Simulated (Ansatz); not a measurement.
# 1H monolayer WSe2, cell of 3 atoms

What do PBEsol, HSE06 and r²SCAN give for the perfect crystal in this cell, and at what cost?

All numbers are computed with Ansatz 0.2.0 (PAW, plane waves).

## 1. The starting cell

3 atoms (1 W, 2 Se); a = 3.270 Å, b = 3.270 Å, c = 18.000 Å, α = 90.00°, β = 90.00°, γ = 120.00°.

The runs, in order: (2) PBEsol single point at a 9×9×1 mesh, on 7 threads; (3) HSE06 single point at a 9×9×1 mesh, on 7 threads; (4) r²SCAN single point at a 9×9×1 mesh, on 7 threads.

Coordinates:

```
CELL_PARAMETERS angstrom
3.27028 0.00000 0.00000
-1.63514 2.83215 0.00000
0.00000 0.00000 18.00000
ATOMIC_POSITIONS crystal
W 0.33333 0.66667 0.50000
Se 0.66667 0.33333 0.59293
Se 0.66667 0.33333 0.40707
```

## 2. Single point with PBEsol

Input file in.yaml:

```yaml
crystal:
  lattice:
    - [3.270281, 0.000000, 0.000000]
    - [-1.635141, 2.832146, 0.000000]
    - [0.000000, 0.000000, 18.000000]
  atoms:
    - { symbol: W, position: [0.333333, 0.666667, 0.500000] }
    - { symbol: Se, position: [0.666667, 0.333333, 0.592929] }
    - { symbol: Se, position: [0.666667, 0.333333, 0.407071] }
kpoints:
  mp_grid: { grid: [9, 9, 1] }
  band_path: { path: [VBM, CBM], npoints: 2 }
hamiltonian:
  xc: pbesol
scf:
  occupations: { method: fermi_dirac, width: 0.01 }
output:
  forces: true
  eigenvalues: true
  stress: true
  populations: true
```

## 3. HSE06 on the same atoms

in.yaml, as its differences from that of step 2:

```diff
@@ -13,3 +13,3 @@
 hamiltonian:
-  xc: pbesol
+  xc: hse06
 scf:
@@ -19,3 +19,2 @@
   eigenvalues: true
-  stress: true
   populations: true
```

## 4. r²SCAN single point

in.yaml, as its differences from that of step 3:

```diff
@@ -13,3 +13,3 @@
 hamiltonian:
-  xc: hse06
+  xc: r2scan
 scf:
```

Before running it: what results should come out? Wanted: for each run, top filled to lowest empty; gap over the zone; energy; pressure.

**Answer**, as computed:

| level | time | top filled to lowest empty (eV) | gap over the zone (eV) | energy (eV/atom) | pressure (GPa) |
| --- | --- | --- | --- | --- | --- |
| PBEsol | 2.2 s (7 CPU threads) | 1.69 | 1.68 | -7035.5750 | 0.00 |
| HSE06 | 2.6 min (7 CPU threads) | 2.17 | 2.17 | -7109.5401 | - |
| r²SCAN | 3 s (7 CPU threads) | 1.82 | 1.82 | -7118.4421 | - |

At the same k points, PBEsol gives a spacing 0.48 eV smaller and r²SCAN gives a spacing 0.36 eV smaller than the 2.17 eV of HSE06. Exact exchange costs time: HSE06 ran about 71 times as long as PBEsol on the same kind of device. No spin–orbit coupling is included; with elements this heavy it would shift the edges.
